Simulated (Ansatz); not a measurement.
# SnSiH6 (SMILES [SiH3][SnH3]) at PBE/def2-SVPD (core potential)

Aim: the vertical ionisation energy of SnSiH6 at PBE/def2-SVPD (core potential), from 2 runs. 

The calculation is run with Ansatz 0.2.0.

45 further runs of the same task are left out: 45 set aside as unsound or not needed.

### Step 1. The molecule

SnSiH6 has 8 atoms, charge 0, and is taken as a singlet. As SMILES, `[SiH3][SnH3]`. The coordinates come from a PBE0-D4/def2-TZVP relaxation.

Bond lengths: Si1–Sn2 2.560 Å, Si1–H3 1.487 Å, Si1–H4 1.487 Å, Si1–H5 1.487 Å, Sn2–H6 1.708 Å, Sn2–H7 1.708 Å, Sn2–H8 1.708 Å. Some angles: Si1–Sn2–H6 110.7°, Si1–Sn2–H7 110.8°, Si1–Sn2–H8 110.8°, Sn2–Si1–H3 110.2°, Sn2–Si1–H4 110.2°, Sn2–Si1–H5 110.2°, H6–Sn2–H7 108.2°, H6–Sn2–H8 108.2°, H7–Sn2–H8 108.2°, H3–Si1–H4 108.8°.

### Step 2. The energy at PBE/def2-SVPD (core potential)

File molecule.yaml:

```yaml
crystal:
  periodic: [false, false, false]
  atoms:
    - symbol: Si
      position_ang: [-0.621900, 0.121300, -1.152100]
    - symbol: Sn
      position_ang: [0.611700, -0.129400, 1.077500]
    - symbol: H
      position_ang: [-2.070400, 0.355200, -0.912500]
    - symbol: H
      position_ang: [-0.465000, -1.112000, -1.967300]
    - symbol: H
      position_ang: [-0.071600, 1.272400, -1.915300]
    - symbol: H
      position_ang: [0.450400, 1.285900, 2.019300]
    - symbol: H
      position_ang: [2.276200, -0.410700, 0.820500]
    - symbol: H
      position_ang: [-0.017200, -1.439600, 1.974000]
basis:
  gaussian:
    orbitals: def2-SVPD
hamiltonian:
  xc: pbe
accuracy: high
output: {orbitals: {seedname: orbitals}}
```

Started as:

```sh
$ ansatz run molecule.yaml --threads 1 --pin off --max-ram 3480MiB --events-out events.jsonl --progress --plain --runs-dir runs
```

Standard output:

```text
Warning: RAYON_NUM_THREADS=1 ignored (pool sized by the plan → 1); use --threads N
Functional definition: PBE
  name "PBE"
  parameter kappa = 0.804
  parameter beta = 0.06672455060314922
  exchange = pbe_x(kappa = kappa, mu = beta*pi^2/3)
  correlation = pbe_c(beta = beta)
2258 factors; integrals over basis functions are off by at most 3.7e-9 eV
mean field evaluation 1: about -13797.7616 eV, gradient 1.6e1 eV
mean field evaluation 2: about -13798.3926 eV, gradient 1.1e1 eV
mean field evaluation 4: about -13798.8203 eV, gradient 2.7e-1 eV
mean field evaluation 8: about -13798.8142 eV, gradient 1.4e-2 eV
mean field evaluation 16: about -13798.8142 eV, gradient 6.3e-7 eV
mean field -13798.81419790 eV, -507.0970686006 hartree, gradient 6.9e-9 eV, S^2 0.000000; 0 other end points of the search recorded, 0 dependent functions left out
reference -13798.81420259 eV, -507.0970687729 hartree; 21, 21 occupied and 83, 83 virtual orbitals, 2258 factors
Total energy: -13798.81420259 eV, -507.0970687729 hartree
```

It took 11 s on 1 thread of Intel Xeon Platinum 8259CL at 2.50GHz (Skylake/Cascade Lake), shared host; peak memory 0.31 GiB.

### Step 3. The doublet cation

File run.yaml:

```yaml
crystal:
  periodic: [false, false, false]
  atoms:
    - {symbol: Si, position_ang: [-0.621900, 0.121300, -1.152100]}
    - {symbol: Sn, position_ang: [0.611700, -0.129400, 1.077500]}
    - {symbol: H, position_ang: [-2.070400, 0.355200, -0.912500]}
    - {symbol: H, position_ang: [-0.465000, -1.112000, -1.967300]}
    - {symbol: H, position_ang: [-0.071600, 1.272400, -1.915300]}
    - {symbol: H, position_ang: [0.450400, 1.285900, 2.019300]}
    - {symbol: H, position_ang: [2.276200, -0.410700, 0.820500]}
    - {symbol: H, position_ang: [-0.017200, -1.439600, 1.974000]}
basis:
  gaussian:
    orbitals: def2-SVPD
total_charge: 1
magnetization:
  spin_polarized: true
  initial_magnetization: 1
hamiltonian:
  xc: {name: PBE}
accuracy: high
output: {orbitals: {seedname: orbitals}}
```

Started as:

```sh
$ ansatz run run.yaml --threads 1 --pin off --max-ram 3480MiB --events-out events.jsonl --progress --plain --runs-dir runs
```

Standard output:

```text
Warning: RAYON_NUM_THREADS=1 ignored (pool sized by the plan → 1); use --threads N
Functional definition: PBE
  name "PBE"
  parameter kappa = 0.804
  parameter beta = 0.06672455060314922
  exchange = pbe_x(kappa = kappa, mu = beta*pi^2/3)
  correlation = pbe_c(beta = beta)
2257 factors; integrals over basis functions are off by at most 3.7e-9 eV
mean field evaluation 1: about -13787.8714 eV, gradient 1.1e1 eV
mean field evaluation 2: about -13788.4590 eV, gradient 7.7e0 eV
mean field evaluation 4: about -13788.9442 eV, gradient 4.7e-1 eV
mean field evaluation 8: about -13788.9392 eV, gradient 6.4e-2 eV
mean field evaluation 16: about -13788.9392 eV, gradient 3.7e-5 eV
mean field evaluation 32: about -13788.1721 eV, gradient 5.2e0 eV
mean field -13788.93923267 eV, -506.7341703221 hartree, gradient 7.8e-8 eV, S^2 0.751552; 6 other end points of the search recorded, 0 dependent functions left out
reference -13788.93923765 eV, -506.7341705051 hartree; 21, 20 occupied and 83, 84 virtual orbitals, 2257 factors
Total energy: -13788.93923765 eV, -506.7341705051 hartree
```

Wall time 17 s (1 thread of Intel Xeon Platinum 8259CL at 2.50GHz (Skylake/Cascade Lake), shared host); peak memory 0.41 GiB.

### Step 4. Summary of results

Level: PBE/def2-SVPD (core potential).

| quantity | value |
| --- | --- |
| singlet SnSiH6: total energy | -507.09707 Eh |
| singlet SnSiH6: HOMO energy | -6.98 eV |
| singlet SnSiH6: LUMO energy | -0.98 eV |
| singlet SnSiH6: HOMO–LUMO gap | 6.00 eV |
| doublet cation: total energy | -506.73417 Eh |
| doublet cation: HOMO energy (highest over α and β) | -13.31 eV |
| doublet cation: LUMO energy (lowest over α and β) | -12.73 eV |
| doublet cation: ⟨S²⟩ | 0.752 |
| vertical ionisation energy (to the doublet cation) | 9.875 eV |

What this shows: Removing an electron at fixed nuclei costs 9.87 eV (953 kJ/mol). −ε(HOMO) before ionisation, 6.98 eV, is 2.89 eV below this ionisation energy.
